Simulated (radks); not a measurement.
# Br³⁺ in [Ar] 3d10 4s2 4p2: an all-electron calculation

One table from this session's results is given with a row withheld; the runs are named, their logs left out.

Program: radks (a radial shooting solver on a logarithmic mesh, Libxc functionals) version 1. Level of theory: scalar-relativistic Kohn-Sham, r2SCAN, spin-polarised, spherical densities, finite nucleus; open shells are filled with parallel spins first. These are calculated values, not measurements, unless marked.

### What is computed

| Quantity | Value |
| --- | --- |
| element | bromine (Z = 35) |
| charge | +3 |
| electrons | 32 |
| configuration | [Ar] 3d10 4s2 4p2 |
| nuclear rms radius | 4.1629 fm |

Outer shells as boxes (Hund's rule):

Br³⁺
```
[Ar] core
3d [↑↓][↑↓][↑↓][↑↓][↑↓]
4s [↑↓]
4p [↑ ][↑ ][  ]
```

The first run:

The run's settings:

```text
Z 35
configuration [Ar] 3d10 4s2 4p2
relativity scalar-relativistic
functional r2scan,r2scan
spin polarised
nucleus finite rms 4.1629 fm
c 137.035999084
```

Launch:

```console
> python run_ks.py task.json out
```

The same process makes all the runs of this session.

One of the session's tables, all rows but one given; the rest of the session is left out.

It belongs to the step «Radial structure». Radial moments (bohr):

| level | <r> | outermost maximum (interpolated) | 90 % within | nodes |
| --- | --- | --- | --- | --- |
| 1s up | 0.04275 | 0.0279 | 0.0765 | 0 |
| 1s down | 0.04275 | 0.0279 | 0.0765 | 0 |
| 2s up | 0.1893 | 0.159 | 0.293 | 1 |
| 2s down | 0.1893 | 0.159 | 0.293 | 1 |
| 2p up | 0.1654 | 0.127 | 0.270 | 0 |
| 2p down | 0.1654 | 0.127 | 0.270 | 0 |
| 3s up | 0.5499 | 0.483 | 0.818 | 2 |
| 3s down | 0.5500 | 0.483 | 0.818 | 2 |
| 3p up | 0.5629 | 0.481 | 0.858 | 1 |
| 3p down | ? | ? | ? | ? |
| 3d up | 0.5882 | 0.432 | 0.967 | 0 |
| 3d down | 0.5856 | 0.432 | 0.961 | 0 |
| 4s up | 1.555 | 1.38 | 2.27 | 3 |
| 4s down | 1.548 | 1.37 | 2.26 | 3 |
| 4p up | 1.754 | 1.54 | 2.58 | 2 |
| 4p down | 1.744 | 1.53 | 2.57 | 2 |

Estimate the missing values for 3p down.

**Answer.** <r>: 0.5627; outermost maximum (interpolated): 0.481; 90 % within: 0.858; nodes: 1. In the column «<r>» it lies between 3s down (0.5500) and 3p up (0.5629).

To keep in mind: Open shells are spherical and high-spin; term and fine-structure splittings are not resolved.
